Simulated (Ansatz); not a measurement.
Debugging an SCF with some post-processing of Se, space group Cmcm (Ansatz 0.2.0, Python API).

`run_analyse.py`:
```python
from pathlib import Path
import sys
import warnings

import ansatz as az
from ase.io.cube import read_cube_data
from ase.units import Bohr
import numpy as np
from pymatgen.core import Structure
from pymatgen.symmetry.analyzer import SpacegroupAnalyzer

warnings.simplefilter("ignore", az.DeckWarning)

crystal = (
    az.Lattice.from_parameters(2.788539, 8.078006, 4.613431, alpha=90, beta=90, gamma=90)
    .space_group(63, hermann_mauguin="Cmcm")
    .atom("Se", [0.0, 0.064345, 0.75])
    .primitive()
)

model = (
    crystal.calculation()
    .functional("lda")
    .basis(420)
    .kpoints(mesh=(8, 8, 5), center="monkhorst-pack")
    .occupations("fixed")
    .scf(tolerance=1e-05)
    .density()
    .output_files(volumetric_format=["cube", "npy"])
    .band_table()
    .band_densities([("v1", "v1"), ("c1", "c1")])
)
try:
    out = model.run(threads=1)
except az.NonConvergedError as error:
    sys.exit(f"no convergence: {error}")
except az.RefusalError as error:
    sys.exit(f"input refused: {error}")
report = out.report

print("%-22s %14.5f eV" % ("F = E - TS", report["free_energy_ev"]))
print("%-22s %14.5f eV" % ("E", report["internal_energy_ev"]))
print("%-22s %14.5f eV" % ("Harris-Foulkes", report["harris_foulkes_ev"]))
print("%-22s %14.5f eV" % ("Fermi level", report["fermi_energy_ev"]))

folder = Path(out.write_results("cubes"))
print("\n".join((folder / "rho.cube").read_text().splitlines()[: 6 + 2]))
values, cube_atoms = read_cube_data(str(folder / "rho.cube"))
print("electrons from the file:", round(values.mean() * cube_atoms.get_volume() / Bohr ** 3, 3))

table = np.array(report["eigenvalues_ev"]) - report["fermi_energy_ev"]
filling = np.array(report["occupations"])
weights = np.tile(report["kweights"], len(table) // len(report["kweights"]))
print("band   lowest  highest (eV from E_F)  electrons")
for band in range(table.shape[1]):
    if table[:, band].max() > -8:
        print(f"{band + 1:4d} {table[:, band].min():8.3f} {table[:, band].max():8.3f} {weights @ filling[:, band]:18.4f}")
print("electrons counted from the table:", round(float(weights @ filling.sum(axis=1)), 5))

for name, window in zip(("top filled band", "lowest empty band"), out.band_densities().windows):
    field = window.outcome.density.channels[0].density_e_per_ang3
    ratio = field.mean() ** 2 / np.mean(field ** 2)
    print(f"{name}: band {window.window.first}, participation ratio {ratio:.3f} of the cell")

levels = np.array(report["eigenvalues_ev"])
filled = round(report["n_electrons"] / 2)
top, bottom = levels[:, filled - 1], levels[:, filled]
print("top of band", filled, "at k =", report["kpoints_frac"][top.argmax()], f"{top.max():.4f} eV")
print("bottom of band", filled + 1, "at k =", report["kpoints_frac"][bottom.argmin()], f"{bottom.min():.4f} eV")
print(f"gap by band count {bottom.min() - top.max():.3f} eV, least direct gap {(bottom - top).min():.3f} eV")

final = Structure(out.lattice.cell_ang, [s.symbol for s in out.lattice.sites], [s.position_frac for s in out.lattice.sites])
print(final)

analyser = SpacegroupAnalyzer(final, symprec=0.01)
standard = analyser.get_conventional_standard_structure()
print(analyser.get_crystal_system(), analyser.get_space_group_symbol(), len(standard), "atoms in the conventional cell")
print("a b c (A):", [round(x, 4) for x in standard.lattice.abc], " angles:", [round(x, 2) for x in standard.lattice.angles])
print(f"mass density {float(final.density):.3f} g/cm^3")
```

Output of `python run_analyse.py`:
```text
RunWarning: iter 1: σ=0 fill of 16 bands saw a band overlap (occupied 9.3425 eV > unoccupied 6.0488 eV) — on an unconverged iterate often a transient of an unconverged empty band; one that stands at [...]
RunWarning: the bands overlap at the fill by count (16 filled at each k-point of a channel): the highest filled level, 9.425842 eV at k-index 21, stands 3.4091 eV over the lowest empty one, 6.016706 [...]
F = E - TS               -10765.16455 eV
E                        -10765.16455 eV
Harris-Foulkes           -10765.16455 eV
Fermi level                   9.42584 eV
ansatz rho
values in e/bohr^3 (x slowest, z fastest)
    2    0.000000    0.000000    0.000000
   30    0.087826   -0.254420    0.000000
   30    0.087826    0.254420    0.000000
   32    0.000000    0.000000    0.272441
   34   34.000000    2.634787   -6.650369    6.538591
   34   34.000000    2.634787    6.650369    2.179530
electrons from the file: 32.0
band   lowest  highest (eV from E_F)  electrons
  13   -8.591   -5.781             2.0000
  14   -7.095   -4.263             2.0000
  15   -5.929   -2.321             2.0000
  16   -4.898    0.000             2.0000
  17   -3.409    0.693             0.0000
  18   -0.474    2.455             0.0000
  19    2.566    8.407             0.0000
  20    3.459    8.624             0.0000
electrons counted from the table: 32.0
top filled band: band 16, participation ratio 0.462 of the cell
lowest empty band: band 17, participation ratio 0.421 of the cell
top of band 16 at k = [0.0625, -0.0625, 0.0] 9.4258 eV
bottom of band 17 at k = [0.3125, 0.3125, 0.2] 6.0167 eV
gap by band count -3.409 eV, least direct gap 0.115 eV
Full Formula (Se2)
Reduced Formula: Se
abc   :   4.272883   4.272883   4.613431
angles:  90.000000  90.000000 141.910508
pbc   :       True       True       True
Sites (2)
  #  SP           a         b     c
---  ----  --------  --------  ----
  0  Se    0.935655  0.064345  0.75
  1  Se    0.064345  0.935655  0.25
orthorhombic Cmcm 4 atoms in the conventional cell
a b c (A): [2.7885, 8.078, 4.6134]  angles: [90.0, 90.0, 90.0]
mass density 5.047 g/cm^3
```
(Warnings from the package without file and line, shortened.)

The script ran to its end, but the result can't be trusted. Why?

The fault: fixed occupations, though the bands overlap at this level of theory. The change:

```diff
--- before
+++ after
@@ -25,3 +25,3 @@
     .kpoints(mesh=(8, 8, 5), center="monkhorst-pack")
-    .occupations("fixed")
+    .occupations("fermi_dirac", width=0.1)
     .scf(tolerance=1e-05)
```

After the fix:

```console
$ python run_analyse.py
F = E - TS               -10766.14326 eV
E                        -10766.10851 eV
Harris-Foulkes           -10766.14326 eV
Fermi level                   7.27492 eV
ansatz rho
values in e/bohr^3 (x slowest, z fastest)
    2    0.000000    0.000000    0.000000
   30    0.087826   -0.254420    0.000000
   30    0.087826    0.254420    0.000000
   32    0.000000    0.000000    0.272441
   34   34.000000    2.634787   -6.650369    6.538591
   34   34.000000    2.634787    6.650369    2.179530
electrons from the file: 32.0
band   lowest  highest (eV from E_F)  electrons
  13   -6.538   -3.649             2.0000
  14   -4.997   -2.054             2.0000
  15   -3.872   -0.134             1.9791
  16   -2.721    2.071             1.3252
  17   -1.206    2.764             0.6957
  18    1.650    4.525             0.0000
  19    4.753   10.627             0.0000
  20    5.647   10.788             0.0000
electrons counted from the table: 32.0
top filled band: band 16, participation ratio 0.462 of the cell
lowest empty band: band 17, participation ratio 0.421 of the cell
top of band 16 at k = [0.0625, -0.0625, 0.0] 9.3460 eV
bottom of band 17 at k = [0.3125, 0.3125, 0.2] 6.0688 eV
gap by band count -3.277 eV, least direct gap 0.115 eV
Full Formula (Se2)
Reduced Formula: Se
abc   :   4.272883   4.272883   4.613431
angles:  90.000000  90.000000 141.910508
pbc   :       True       True       True
Sites (2)
  #  SP           a         b     c
---  ----  --------  --------  ----
  0  Se    0.935655  0.064345  0.75
  1  Se    0.064345  0.935655  0.25
orthorhombic Cmcm 4 atoms in the conventional cell
a b c (A): [2.7885, 8.078, 4.6134]  angles: [90.0, 90.0, 90.0]
mass density 5.047 g/cm^3
```

Notes:
- These settings explore the input space; cutoff and mesh may be short of convergence.
- The computed bands are complete only to about 5.6 eV above the Fermi level.
- For a metal this k-point mesh is coarse: on a finer one energies can move by several to tens of meV an atom and pressures by half a GPa or more, differences at one mesh by less.
- An absolute Fermi energy rests on an arbitrary zero of the periodic potential and has no direct meaning.
- A gap by band count of zero or less means overlapping bands, a metal.
- The fields are valence quantities on the plane-wave grid; their values near the nuclei depend on the potentials.
- This isn't the structure that Se takes at ambient conditions.
- Gaps and levels are Kohn-Sham values on a finite set of k-points, without spin-orbit coupling.
- The whole script took 3.3 s on 1 thread of Arm Neoverse V2 (shared host), peak memory 0.45 GiB.

(Lines on the test bed's own set-up are left out of the output.)
